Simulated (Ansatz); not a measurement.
# GeH₂O (singlet): the correlation ladder at a displaced geometry (v2), cc-pVDZ

The task here is to estimate one member of a computed series from the others.

Method: cc-pVDZ, core rule «outside noble gas», up to 15 orbitals frozen; program: Ansatz 0.2.0, Gaussian basis.

Plan: UHF; CCSD(T) on RHF; BCCD(T) on RHF; CISD; CCSDT(Q) on RHF.

23 further runs of the same task are left out: 9 for a known fault of the program, 6 that didn't finish, 8 set aside as unsound or not needed.

### What is computed

The geometry is a PBE0/def2-TZVP stationary point (not a proven minimum) with its atoms shifted at random (size 0.100 Å). No spin-orbit coupling is included. The filled d shell of Ge may be among the frozen orbitals whatever the setting's name suggests; the logs give the count.

4 atoms, charge 0, spin multiplicity 1.

Atoms are counted from 1 here; the program's logs count them from 0.

Bond lengths: Ge1–O2 1.788 Å, Ge1–H3 1.578 Å, O2–H4 1.048 Å. Angles: O2–Ge1–H3 92.0°, Ge1–O2–H4 107.3°.

The first run:

in.yaml reads:

```yaml
crystal:
  periodic: [false, false, false]
  atoms:
    - {symbol: Ge, position_ang: [0.030136, -0.045382, 0.333881]}
    - {symbol: O, position_ang: [-0.134738, 0.159844, -1.434293]}
    - {symbol: H, position_ang: [-0.058117, 1.511495, 0.577708]}
    - {symbol: H, position_ang: [0.024991, -0.778150, -1.872692]}
basis:
  gaussian: {orbitals: cc-pVDZ}
magnetization: {spin_polarized: true, initial_magnetization: 0}
hamiltonian: {xc: hf}
output: {orbitals: {seedname: orbitals}}
```

The run is started by

```console
> ansatz run in.yaml --threads 1 --pin off --events-out ev --progress --plain --max-ram 2393MiB
```

Steps of the session up to this table: UHF; CCSD(T) on RHF; BCCD(T) on RHF; CISD; CCSDT(Q) on RHF.

One table of the session follows, with a row left open; its other results are not shown here.

| method | from RCCSDT(Q) (meV) |
| --- | --- |
| RHF | +8392.4 |
| RMP2 | ? |
| RCCSD | +262.5 |
| RCCSD(T) | +46.5 |
| BCCD(T) | +43.3 |
| RCCSDT | +28.8 |
| RCCSDT(Q) | 0 |

Estimate the missing values for RMP2.

As computed: from RCCSDT(Q) (meV): +822.0. In the column «from RCCSDT(Q) (meV)» it lies between RCCSD (+262.5) and RHF (+8392.4).

Not comparable, so not listed: CISD (they don't share determinant, frozen orbitals or solution with the rows shown, or repeat one).
